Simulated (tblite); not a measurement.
# H8NPSi3: the cost of one run

Programs: tblite 0.8.0 and PySCF 2.14.0. All values are calculated, for the isolated system unless a continuum is named. Atoms count from 0, parts from 1.

## Step 1: The system as given

13 atoms, charge 0, multiplicity 1; geometry: distance geometry start.

## Step 2: Relaxing the cluster with GFN2-xTB

The job: settings as JSON, then the geometry in Å.

```
{"job": {"kind": "relax", "xc": "GFN2-xTB", "basis": "xTB"}, "charge": 0, "multiplicity": 1}
Si    -0.402117     0.544438     0.603820
N     -1.189981    -0.407758     1.941886
Si    -0.493171    -2.079429     2.211775
P      0.674119     1.407865    -1.100140
Si     1.377583     3.437189    -0.862575
H     -2.185370    -0.319492     2.047705
H     -1.452003    -2.885589     2.844815
H      0.674335    -2.011146     2.987893
H     -0.206338    -2.664356     0.927115
H      0.175873     1.065936    -2.338784
H      2.799290     3.435716    -0.769663
H      0.991054     4.225760    -1.979340
H      0.853570     4.024702     0.333709
```

Level: GFN2-xTB geometry optimisation, gas phase.

Launch:

```bash
$ OMP_NUM_THREADS=1 python cluster_run.py task.json out
```

This one command runs all jobs of the session in turn.

**Question.** How long does this first job take on 1 thread of Arm Neoverse N1, shared host?

About 8.4 s.
